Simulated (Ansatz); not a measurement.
**TeAs2: tests of the settings**

The task, for TeAs2: sweep the k-point mesh shifted by half a step.

Computed with Ansatz 0.2.0 (DFT PBE, scalar-relativistic, plane waves, PAW, unless a step's input says otherwise).

3 further runs of the same task are left out: 2 for a known fault of the program, 1 set aside as unsound or not needed. Runs told in other sessions of the task aren't counted.

**1. The structure to begin with**

The structure is tetragonal, space group I4_1/amd (No. 141). The conventional cell has a = 7.113 Å, b = 7.113 Å, c = 5.881 Å, α = 90.00°, β = 90.00°, γ = 90.00°. Te (site symmetry -4m2) is surrounded by 4 As at 2.83 Å. As (site symmetry 2/m) is surrounded by 2 Te at 2.83 Å and 4 As at 2.91 Å.

Structure file:

```
CELL_PARAMETERS angstrom
-3.55645 3.55645 2.94052
3.55645 -3.55645 2.94052
3.55645 3.55645 -2.94052
ATOMIC_POSITIONS crystal
Te 0.75000 0.25000 0.50000
Te 0.00000 0.00000 0.00000
As 0.37500 0.62500 0.25000
As 0.37500 0.12500 0.75000
As 0.37500 0.62500 0.75000
As 0.87500 0.62500 0.25000
```

Source of the structure: the Materials Project (structure only). It is taken as it stands there.

**2. The base run, which the others are set against**

input.yaml reads:

```yaml
crystal:
  lattice:
    - [-3.556454, 3.556454, 2.940516]
    - [3.556454, -3.556454, 2.940516]
    - [3.556454, 3.556454, -2.940516]
  atoms:
    - { symbol: Te, position: [0.75, 0.25, 0.5] }
    - { symbol: Te, position: [0.0, 0.0, 0.0] }
    - { symbol: As, position: [0.375, 0.625, 0.25] }
    - { symbol: As, position: [0.375, 0.125, 0.75] }
    - { symbol: As, position: [0.375, 0.625, 0.75] }
    - { symbol: As, position: [0.875, 0.625, 0.25] }
basis:
  ecutwfc: 420
kpoints:
  mp_grid: { grid: [8, 8, 8] }
hamiltonian:
  xc: pbe
scf:
  occupations: { method: gaussian, width: 0.1 }
output:
  forces: true
  stress: true
  eigenvalues: true
  populations: true
  write_density: true
  write_potential: true
  elf: true
  volumetric_format: npy
```

Its results, from an earlier run: -5563.8681 eV/atom at zero smearing, pressure -0.69 GPa, largest force 0.000 eV/Å, no gap on the mesh, in 8 SCF cycles and 11 s.

**3. K-point mesh shifted by half a step: 2×2×2**

input.yaml reads:

```yaml
crystal:
  lattice:
    - [-3.556454, 3.556454, 2.940516]
    - [3.556454, -3.556454, 2.940516]
    - [3.556454, 3.556454, -2.940516]
  atoms:
    - { symbol: Te, position: [0.75, 0.25, 0.5] }
    - { symbol: Te, position: [0.0, 0.0, 0.0] }
    - { symbol: As, position: [0.375, 0.625, 0.25] }
    - { symbol: As, position: [0.375, 0.125, 0.75] }
    - { symbol: As, position: [0.375, 0.625, 0.75] }
    - { symbol: As, position: [0.875, 0.625, 0.25] }
basis:
  ecutwfc: 420
kpoints:
  mp_grid: { grid: [2, 2, 2], shift: [0.5, 0.5, 0.5] }
hamiltonian:
  xc: pbe
scf:
  occupations: { method: gaussian, width: 0.1 }
output:
  forces: true
  stress: true
  eigenvalues: true
```

The run is started by

```bash
> ansatz run input.yaml --threads 1 --pin off --max-ram 2560MiB --backend cpu --events-out ev --progress --plain --runs-dir out
```

**4. K-point mesh shifted by half a step: 4×4×4**

Edit input.yaml of step 3 so:

```diff
@@ -15,3 +15,3 @@
 kpoints:
-  mp_grid: { grid: [2, 2, 2], shift: [0.5, 0.5, 0.5] }
+  mp_grid: { grid: [4, 4, 4], shift: [0.5, 0.5, 0.5] }
 hamiltonian:
```

**5. K-point mesh shifted by half a step: 6×6×6**

Edit input.yaml of step 4 so:

```diff
@@ -15,3 +15,3 @@
 kpoints:
-  mp_grid: { grid: [4, 4, 4], shift: [0.5, 0.5, 0.5] }
+  mp_grid: { grid: [6, 6, 6], shift: [0.5, 0.5, 0.5] }
 hamiltonian:
```

(Steps that only read results are left out.)

**Question.** What does this series show? Wanted: largest energy shift, k-point mesh shifted by half a step.

As calculated:

| quantity | value |
| --- | --- |
| largest energy shift, k-point mesh shifted by half a step | -151 meV/atom at 2×2×2 |

What this shows: The densest shifted mesh lands 0.16 meV/atom from the base run. Spin-orbit coupling is left out, which matters for the bands of Te.
